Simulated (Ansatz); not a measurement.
**TiH (sextet): the correlation ladder, def2-QZVPP**

An exercise on one series of results from a longer session: the logs are not shown, and one member is left open.

Program: Ansatz 0.2.0, Gaussian basis. Level of theory: def2-QZVPP, core rule «outside noble gas», up to 9 orbitals frozen. These are calculated values, not measurements.

Plan: UHF; ROHF; CCSD(T) on UHF.

## The geometry

The geometry is a PBE0/def2-TZVP stationary point (not a proven minimum) of the parent state, kept for this charge and spin.

2 atoms, charge 0, spin multiplicity 6.

Atoms are counted from 1 here; the program's logs count them from 0.

Bond lengths: Ti1–H2 1.754 Å.

Coordinates:

```
Ti    0.00000    0.00000    0.00000
H     0.00000    0.00000    1.75397
```

The first run:

The input, in.yaml:

```yaml
crystal:
  periodic: [false, false, false]
  atoms:
    - {symbol: Ti, position_ang: [0.000000, 0.000000, 0.000000]}
    - {symbol: H, position_ang: [0.000000, 0.000000, 1.753968]}
basis:
  gaussian: {orbitals: "def2-QZVPP.json"}
magnetization: {spin_polarized: true, initial_magnetization: 5}
hamiltonian: {xc: hf}
output: {orbitals: {seedname: orbitals}}
```

Launch:

```console
> ansatz run in.yaml --threads 1 --pin off --events-out ev --progress --plain --max-ram 4096MiB --backend cpu
```

Steps of the session up to this table: UHF; ROHF; CCSD(T) on UHF.

One of the session's tables, all rows but one given; the rest of the session is left out.

It belongs to the step «Misses and costs». 

```
  method  from UCCSD(T) (kJ/mol)
    ROHF                  +148.7
     UHF                  +137.9
    UMP2                       ?
   UCCSD                    +4.1
UCCSD(T)                       0
```

**Question.** Estimate the row for UMP2.

**Answer.** from UCCSD(T) (kJ/mol): +33.7. In the column «from UCCSD(T) (kJ/mol)» it lies between UCCSD (+4.1) and UHF (+137.9).
